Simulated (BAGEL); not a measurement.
# B3LYP/6-31G(d) (density fitting with qzvpp-jkfit, spherical functions) run of SiN2H5F (SMILES N[SiH](N)F)

What is the energy change on altering one bond length of SiN2H5F at B3LYP/6-31G* (density fitting with qzvpp-jkfit, spherical functions)? 

Program for the calculation: BAGEL 1.2.2.

1 further run of the same task is left out (set aside as unsound or not needed).

### 1 The structure to begin with

SiN2H5F: 9 atoms, total charge 0, spin state singlet. SMILES: `N[SiH](N)F`. Geometry: relaxed at PBE0-D4/def2-TZVP. This is one conformer, not always the lowest.

Bond lengths: N1–Si2 1.699 Å, Si2–N3 1.694 Å, Si2–F4 1.604 Å, N1–H5 1.006 Å, N1–H6 1.006 Å, Si2–H7 1.482 Å, N3–H8 1.006 Å, N3–H9 1.007 Å. Some angles: N1–Si2–N3 107.9°, N1–Si2–F4 103.7°, N3–Si2–F4 116.3°, N1–Si2–H7 118.9°, N3–Si2–H7 106.1°, F4–Si2–H7 104.4°, Si2–N1–H5 121.0°, Si2–N1–H6 121.2°, Si2–N3–H8 121.4°, Si2–N3–H9 121.8°.

### 2 A single-point energy at B3LYP/6-31G(d) (density fitting with qzvpp-jkfit, spherical functions)

dft.json

```json
{ "bagel": [

{
  "title": "molecule",
  "basis": "6-31gs.json",
  "df_basis": "qzvpp-jkfit",
  "angstrom": true,
  "geometry": [
    { "atom": "N", "xyz": [      -0.745300,       1.091200,      -0.553800 ] },
    { "atom": "Si", "xyz": [       0.360600,      -0.187700,      -0.386700 ] },
    { "atom": "N", "xyz": [       0.243900,      -0.772200,       1.198500 ] },
    { "atom": "F", "xyz": [      -0.056700,      -1.206800,      -1.552400 ] },
    { "atom": "H", "xyz": [      -1.091200,       1.362900,      -1.458400 ] },
    { "atom": "H", "xyz": [      -0.772300,       1.847100,       0.108800 ] },
    { "atom": "H", "xyz": [       1.799800,       0.074400,      -0.624200 ] },
    { "atom": "H", "xyz": [       0.995300,      -1.289700,       1.622500 ] },
    { "atom": "H", "xyz": [      -0.645500,      -0.965500,       1.628600 ] }
  ]
},

{
  "title": "ks",
  "xc_func": "b3lyp"
},

{
  "title": "print",
  "file": "orbitals.molden",
  "orbitals": true
}

]}
```

The basis set 6-31G* is read from a file made from the Basis Set Exchange's data (not shown).

The run is started by

```sh
$ BAGEL_NUM_THREADS=1 BAGEL dft.json > dft.out
```

Log:

```text
* using 1 threads per process

  ===============================================================
  ===============================================================

  *** Geometry ***

  { "atom" : "N", "xyz" : [     -1.408413,      2.062069,     -1.046530 ] },
  { "atom" : "Si", "xyz" : [      0.681435,     -0.354702,     -0.730757 ] },
  { "atom" : "N", "xyz" : [      0.460904,     -1.459247,      2.264837 ] },
  { "atom" : "F", "xyz" : [     -0.107147,     -2.280521,     -2.933611 ] },
  { "atom" : "H", "xyz" : [     -2.062069,      2.575508,     -2.755977 ] },
  { "atom" : "H", "xyz" : [     -1.459435,      3.490513,      0.205602 ] },
  { "atom" : "H", "xyz" : [      3.401129,      0.140596,     -1.179567 ] },
  { "atom" : "H", "xyz" : [      1.880844,     -2.437180,      3.066081 ] },
  { "atom" : "H", "xyz" : [     -1.219818,     -1.824531,      3.077608 ] },

  Number of auxiliary basis functions:      449

  Since a DF basis is specified, we compute 2- and 3-index integrals:
    o Being stored without compression. Storage requirement is 0.018 GB

  Number of basis functions:       70
  Number of electrons      :       42

    * METHOD: MOLECULE                             0.17

  *** Kohn-Sham DFT ***

    * Removing 16334 points whose weight is below 1.00e-10
    * Grid points: 117820

  === Nuclear Repulsion ===
   186.1429506586

       - DIIS with orbital gradients will be used.

  === KS iteration (b3lyp / 6-31gs.json) ===
      0       -467.18132946          0.15620944           0.45
      1       -457.90392690          0.17137351           0.59
      2       -389.61242568          0.23061402           0.36
      3       -483.64548224          0.16001595           0.38
      4       -497.89907827          0.09171990           0.36
      5       -501.62923267          0.02979309           0.33
      6       -501.87349056          0.01600728           0.38
      7       -501.95353546          0.00366853           0.32
      8       -501.95808097          0.00064186           0.35
      9       -501.95820307          0.00020817           0.51
     10       -501.95821735          0.00004790           0.47
     11       -501.95821815          0.00000724           0.43
     12       -501.95821817          0.00000262           0.32
     13       -501.95821817          0.00000072           0.33
     14       -501.95821817          0.00000041           0.42
     15       -501.95821817          0.00000012           0.44
     16       -501.95821817          0.00000002           0.38
     17       -501.95821817          0.00000001           0.40
     18       -501.95821817          0.00000000           0.31
    * SCF iteration converged.

    * Permanent dipole moment:
           (    0.119065,    -0.419867,    -0.628531) a.u.

    * METHOD: KS                                   8.12

    * METHOD: PRINT                                0.01

  ===============================================================
```

Run time: 9.6 s. Hardware: 1 thread of Intel Xeon 6975P-C (Granite Rapids), shared host; peak memory 0.4 GiB.

### 3 The distorted shape, same level

dft.json

```json
{ "bagel": [

{
  "title": "molecule",
  "basis": "6-31gs.json",
  "df_basis": "qzvpp-jkfit",
  "angstrom": true,
  "geometry": [
    { "atom": "N", "xyz": [   -1.647008,    1.712220,   -1.062616 ] },
    { "atom": "Si", "xyz": [   -0.541108,    0.433320,   -0.895516 ] },
    { "atom": "N", "xyz": [   -0.657808,   -0.151180,    0.689684 ] },
    { "atom": "F", "xyz": [   -0.958408,   -0.585780,   -2.061216 ] },
    { "atom": "H", "xyz": [   -1.992908,    1.983920,   -1.967216 ] },
    { "atom": "H", "xyz": [   -1.674008,    2.468120,   -0.400016 ] },
    { "atom": "H", "xyz": [    0.898092,    0.695420,   -1.133016 ] },
    { "atom": "H", "xyz": [    0.995300,   -1.289700,    1.622500 ] },
    { "atom": "H", "xyz": [   -1.547208,   -0.344480,    1.119784 ] }
  ]
},
{ "title": "ks", "xc_func": "b3lyp" },
{ "title": "print", "file": "orbitals.molden", "orbitals": true }

]}
```

The basis set 6-31G* is read from a file made from the Basis Set Exchange's data (not shown).

The run is started by

```sh
$ BAGEL_NUM_THREADS=1 BAGEL dft.json > dft.out
```

Log:

```text
* using 1 threads per process

  ===============================================================
  ===============================================================

  *** Geometry ***

  { "atom" : "N", "xyz" : [     -3.112394,      3.235627,     -2.008053 ] },
  { "atom" : "Si", "xyz" : [     -1.022546,      0.818856,     -1.692280 ] },
  { "atom" : "N", "xyz" : [     -1.243077,     -0.285689,      1.303314 ] },
  { "atom" : "F", "xyz" : [     -1.811129,     -1.106964,     -3.895134 ] },
  { "atom" : "H", "xyz" : [     -3.766050,      3.749065,     -3.717499 ] },
  { "atom" : "H", "xyz" : [     -3.163417,      4.664071,     -0.755921 ] },
  { "atom" : "H", "xyz" : [      1.697148,      1.314153,     -2.141090 ] },
  { "atom" : "H", "xyz" : [      1.880844,     -2.437180,      3.066081 ] },
  { "atom" : "H", "xyz" : [     -2.923799,     -0.650973,      2.116085 ] },

  Number of auxiliary basis functions:      449

  Since a DF basis is specified, we compute 2- and 3-index integrals:
    o Being stored without compression. Storage requirement is 0.018 GB

  Number of basis functions:       70
  Number of electrons      :       42

    * METHOD: MOLECULE                             0.14

  *** Kohn-Sham DFT ***

    * Removing 15257 points whose weight is below 1.00e-10
    * Grid points: 118897

  === Nuclear Repulsion ===
   182.4340951269

       - DIIS with orbital gradients will be used.

  === KS iteration (b3lyp / 6-31gs.json) ===
      0       -466.85927973          0.14758194           0.41
      1       -457.92398830          0.17244890           0.59
      2       -392.37103292          0.26350568           0.34
      3       -481.48489128          0.15208272           0.29
      4       -495.48347742          0.11169942           0.31
      5       -501.26411319          0.03142108           0.30
      6       -501.37806205          0.02753699           0.29
      7       -501.49248558          0.02276014           0.35
      8       -501.74973940          0.00536066           0.30
      9       -501.75629621          0.00301004           0.30
     10       -501.75953442          0.00128129           0.29
     11       -501.76000941          0.00074434           0.31
     12       -501.76021565          0.00026556           0.30
     13       -501.76024272          0.00002220           0.32
     14       -501.76024286          0.00001092           0.32
     15       -501.76024292          0.00000607           0.30
     16       -501.76024294          0.00000223           0.32
     17       -501.76024295          0.00000160           0.33
     18       -501.76024295          0.00000093           0.41
     19       -501.76024295          0.00000081           0.44
     20       -501.76024295          0.00000020           0.45
     21       -501.76024295          0.00000024           0.42
     22       -501.76024295          0.00000013           0.38
     23       -501.76024295          0.00000005           0.42
     24       -501.76024295          0.00000002           0.44
     25       -501.76024295          0.00000002           0.44
     26       -501.76024295          0.00000001           0.44
    * SCF iteration converged.

    * Permanent dipole moment:
           (    0.234258,    -0.568326,    -0.480978) a.u.

    * METHOD: KS                                  10.32

    * METHOD: PRINT                                0.01

  ===============================================================
```

It took 12 s on 1 thread of Intel Xeon 6975P-C (Granite Rapids), shared host; peak memory 0.41 GiB.

### 4 Summary of results

At B3LYP/6-31G* (density fitting with qzvpp-jkfit, spherical functions):

| quantity | value |
| --- | --- |
| first shape: total energy | -501.95822 Eh |
| first shape: dipole moment | 1.94 D |
| first shape: HOMO energy | -6.96 eV |
| first shape: LUMO energy | 1.83 eV |
| first shape: HOMO–LUMO gap | 8.79 eV |
| distorted shape: total energy | -501.76024 Eh |
| distorted shape: dipole moment | 1.98 D |
| distorted shape: HOMO energy | -7.06 eV |
| distorted shape: LUMO energy | -4.50 eV |
| distorted shape: HOMO–LUMO gap | 2.56 eV |
| energy change with the N3–H8 bond stretched from 1.006 to 2.213 Å | 5.387 eV |

**Reading.** One bond (distorted shape) is far stretched, which a spin-restricted single reference describes badly; a broken-symmetry solution may lie lower. With the N3–H8 bond stretched from 1.006 to 2.213 Å the energy rises by 5.39 eV (124 kcal/mol). The first shape isn't relaxed at this level, so the change isn't measured from a minimum. A restricted reference can't describe the breaking bond well at this length.
